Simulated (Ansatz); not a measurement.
**RbTl3: bonding charge in real space**

For RbTl3 at its listed geometry, this session asks how the density differs from that of free atoms, which states sit where, how the density follows a moved atom and how expansion changes the bonding charge.

Method: DFT LDA, scalar-relativistic, plane waves, PAW, in Ansatz 0.2.0.

## 1. The starting structure

The structure is cubic, space group Fm-3m (No. 225). Conventional cell: a = 8.236 Å, b = 8.236 Å, c = 8.236 Å, α = 90.00°, β = 90.00°, γ = 90.00°. Rb (site symmetry m-3m) is surrounded by 8 Tl at 3.57 Å. Around Tl (site symmetry -43m) lie 4 Rb at 3.57 Å and 4 Tl at 3.57 Å. Tl (site symmetry m-3m) is surrounded by 8 Tl at 3.57 Å.

Coordinates:

```
Rb Tl
1.0
     0.00000    4.11800    4.11800
     4.11800    0.00000    4.11800
     4.11800    4.11800    0.00000
Rb Tl
1 3
Direct
  0.00000 0.00000 0.00000
  0.25000 0.25000 0.25000
  0.75000 0.75000 0.75000
  0.50000 0.50000 0.50000
```

The structure comes from the Materials Project (structure only).

## 2. Self-consistent density

File input.yaml:

```yaml
crystal:
  lattice:
    - [0.0, 4.117997, 4.117997]
    - [4.117997, 0.0, 4.117997]
    - [4.117997, 4.117997, 0.0]
  atoms:
    - { symbol: Rb, position: [0.0, 0.0, 0.0] }
    - { symbol: Tl, position: [0.25, 0.25, 0.25] }
    - { symbol: Tl, position: [0.75, 0.75, 0.75] }
    - { symbol: Tl, position: [0.5, 0.5, 0.5] }
basis:
  ecutwfc: 420
  fft_grid_basis: typed
kpoints:
  mp_grid: { grid: [8, 8, 8] }
hamiltonian:
  xc: lda
  pseudopotentials: { kind: paw }
scf:
  occupations: { method: gaussian, width: 0.05 }
output:
  forces: true
  stress: true
  eigenvalues: true
  bader: true
  write_density: true
  volumetric_format: npy
  elf: true
```

Launch:

```
$ ansatz run input.yaml --threads 1 --pin off --max-ram 2560MiB --backend cpu --events-out ev --progress --plain --runs-dir out
```

## 4. Energy-resolved densities and projections

The windows are set from the levels of the base run, in eV from its Fermi level.

input.yaml, as its differences from that of step 2:

```diff
@@ -20,9 +20,27 @@
   occupations: { method: gaussian, width: 0.05 }
+  n_extra_bands: 6
 output:
   forces: true
-  stress: true
+  stress: false
   eigenvalues: true
-  bader: true
-  write_density: true
+  bader: false
+  write_density: false
   volumetric_format: npy
-  elf: true
+  band_densities:
+    - { e_range: [-0.25, 0.25] }
+    - { e_range: [-1.2, 0.0] }
+    - { e_range: [0.0, 1.2] }
+    - { e_range: [-8.36, -3.45] }
+    - { e_range: [-11.93, -10.99] }
+    - { e_range: [-27.45, -27.39] }
+  dos:
+    e_range: [-30, 8]
+    de: 0.02
+    method: { smearing: { sigma: 0.03, scheme: gaussian } }
+    projected: { site_lists: { Rb: [Rb], Tl: [Tl] } }
+checkpoint:
+  read: start.run
+  write: ck
+  compress: false
+  write_wavefunctions: false
+  write_every: 100000
```

## 5. Moving Tl4 by 0.05 Å

The shift is (0.000, 0.050, 0.000) Å; all periodic copies of the atom move with it.

input.yaml, as its differences from that of step 2:

```diff
@@ -9,3 +9,3 @@
     - { symbol: Tl, position: [0.75, 0.75, 0.75] }
-    - { symbol: Tl, position: [0.5, 0.5, 0.5] }
+    - { symbol: Tl, position: [0.5060709126, 0.4939290874, 0.5060709126] }
 basis:
@@ -27,2 +27 @@
   volumetric_format: npy
-  elf: true
```

## 6. The cell at 112 % of its volume

Fractional coordinates and the k mesh are kept.

input.yaml, as its differences from that of step 2:

```diff
@@ -2,5 +2,5 @@
   lattice:
-    - [0.0, 4.117997, 4.117997]
-    - [4.117997, 0.0, 4.117997]
-    - [4.117997, 4.117997, 0.0]
+    - [0.0, 4.2765350268, 4.2765350268]
+    - [4.2765350268, 0.0, 4.2765350268]
+    - [4.2765350268, 4.2765350268, 0.0]
   atoms:
```

(Steps that only read results are left out.)

What does the calculation give? Wanted: gap on the mesh; pressure; Bader charges; the states at the Fermi level; stiffness against the shift of Tl4; at 112 % volume.

As calculated:

| quantity | value |
| --- | --- |
| gap on the mesh | none (metal) |
| pressure | -3.2 GPa |
| Bader charges | Rb +0.63, Tl -0.26 to -0.19 e |
| the states at the Fermi level | Tl 6p (85 %) and Tl 6s (10 %) |
| stiffness against the shift of Tl4 | 0.4 eV/Å² |
| at 112 % volume | -4.0 GPa, gap none (metal), Bader Rb +0.65, Tl -0.26 to -0.20 e |

In words: The runs treat Tl without spin-orbit coupling.
